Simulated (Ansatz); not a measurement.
# C2H9NSi: small, medium and large basis sets

The task here is to estimate one member of a computed series from the others.

Program: Ansatz 0.2.0, Gaussian basis. Level of theory: one geometry, several basis sets. These are calculated values, not measurements.

Plan: PBE0-D4/def2-SVP; ωB97M-V/def2-SVP; PBE0-D4/def2-QZVPP; ωB97M-V/def2-QZVPP; the functionals' def2-TZVPP values are taken from earlier runs.

**The relaxed structure**

The geometry comes from an earlier relaxation with PBE0-D4 in a triple-zeta def2 set; it is a stationary point, not always the lowest conformer.

SMILES `CC[SiH2]N`, 13 atoms, charge 0, spin multiplicity 1.

Atoms are counted from 1 here; the program's logs count them from 0.

Bond lengths: C1–C2 1.526 Å, C1–H5 1.093 Å, C1–H6 1.093 Å, C1–H7 1.093 Å, C2–Si3 1.871 Å, C2–H8 1.095 Å, C2–H9 1.097 Å, Si3–N4 1.724 Å, Si3–H10 1.498 Å, Si3–H11 1.490 Å, N4–H12 1.008 Å, N4–H13 1.007 Å. Angles: C2–C1–H5 111.4°, C2–C1–H6 111.7°, C2–C1–H7 111.5°, H5–C1–H6 107.4°, H5–C1–H7 107.2°, H6–C1–H7 107.5°, C1–C2–Si3 113.2°, C1–C2–H8 110.9°, C1–C2–H9 110.2°, Si3–C2–H8 108.1°, Si3–C2–H9 108.2°, H8–C2–H9 106.0°, C2–Si3–N4 110.3°, C2–Si3–H10 107.4°, C2–Si3–H11 111.3°, N4–Si3–H10 114.7°, N4–Si3–H11 106.2°, H10–Si3–H11 107.0° and more.

Set-up of the first run:

Contents of in.yaml:

```yaml
crystal:
  periodic: [false, false, false]
  atoms:
    - {symbol: C, position_ang: [-1.322229, 1.330385, -0.520874]}
    - {symbol: C, position_ang: [-0.660039, 0.345609, 0.438443]}
    - {symbol: Si, position_ang: [0.768147, -0.585501, -0.331811]}
    - {symbol: N, position_ang: [1.481648, -1.646206, 0.824302]}
    - {symbol: H, position_ang: [-1.733547, 0.819424, -1.395690]}
    - {symbol: H, position_ang: [-2.143220, 1.870690, -0.042990]}
    - {symbol: H, position_ang: [-0.608909, 2.074000, -0.886144]}
    - {symbol: H, position_ang: [-1.385229, -0.387199, 0.806955]}
    - {symbol: H, position_ang: [-0.287041, 0.873738, 1.324314]}
    - {symbol: H, position_ang: [1.703703, 0.431085, -0.911502]}
    - {symbol: H, position_ang: [0.307877, -1.446852, -1.456757]}
    - {symbol: H, position_ang: [1.890447, -1.272924, 1.666352]}
    - {symbol: H, position_ang: [2.008793, -2.440948, 0.500204]}
basis:
  gaussian: {orbitals: def2-SVP}
hamiltonian: {xc: pbe0, dispersion: d4}
output: {orbitals: {seedname: orbitals}}
```

Among the steps run: PBE0-D4 in def2-SVP; ωB97M-V in def2-SVP; PBE0-D4 in def2-QZVPP; ωB97M-V in def2-QZVPP.

One of the session's tables, all rows but one given; the rest of the session is left out.

It belongs to the step «Density functionals: the series». 

| functional | basis | HOMO (eV) | LUMO (eV) |
| --- | --- | --- | --- |
| PBE0-D4 | def2-SVP | -6.99 | 1.34 |
| PBE0-D4 | def2-TZVPP | ? | ? |
| PBE0-D4 | def2-QZVPP | -7.25 | 0.37 |
| ωB97M-V | def2-SVP | -9.33 | 3.07 |
| ωB97M-V | def2-TZVPP | -9.56 | 2.14 |
| ωB97M-V | def2-QZVPP | -9.59 | 1.61 |

Estimate the missing values for PBE0-D4, def2-TZVPP.

**Answer.** HOMO (eV): -7.21; LUMO (eV): 0.66. In the column «HOMO (eV)» it lies between PBE0-D4, def2-QZVPP (-7.25) and PBE0-D4, def2-SVP (-6.99).
